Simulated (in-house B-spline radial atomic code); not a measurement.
# Tm: ionisation energy by several methods

An exercise on one series of results from a longer session: the logs are not shown, and one member is left open.

Method: non-relativistic, several functionals, spin-polarised, exact exchange averaged over the configuration; spherical all-electron atom at the radial basis limit. Code: in-house B-spline radial atomic code version 1.

## What is computed

```
element       : thulium (Z = 69)
charge        : 0
electrons     : 69
configuration : [Xe] 4f13 6s2
nucleus       : point
```

The outer shells:

[Xe] 4f13 6s2
```
[Xe] core
4f [↑↓][↑↓][↑↓][↑↓][↑↓][↑↓][↑ ]
6s [↑↓]
```

Where spins are not typed, each open shell is filled with up spins first.

Set-up of the first run:

The run's settings:

```ini
Z = 69
electrons = 69.0
configuration = [Xe] 4f13 6s2
hamiltonian = nr
method = hse06
spin_polarised = True
exact_exchange = averaged over the configuration
```

Run with:

```
> python run_scf.py task.json out
```

One command runs all members of the session, one after another, from task.json.

Steps of the session up to this table: HSE06, a range-separated hybrid; ωB97X, a range-separated hybrid; TPSSh, a global hybrid; r2SCAN0, a global hybrid; B3LYP, a global hybrid; LC-ωPBE, a range-separated hybrid.

One table of the session follows, with a row left open; its other results are not shown here.

```
 method  ΔSCF (eV)
  TPSSh      5.621
r2SCAN0      5.529
  B3LYP      5.820
  HSE06      5.661
  ωB97X          ?
LC-ωPBE      5.470
```

**Question.** Estimate the row for ωB97X.

**Answer.** ΔSCF (eV): 5.888. In the column «ΔSCF (eV)» it is the highest.

To keep in mind: These runs leave out relativity, which matters at this nuclear charge.
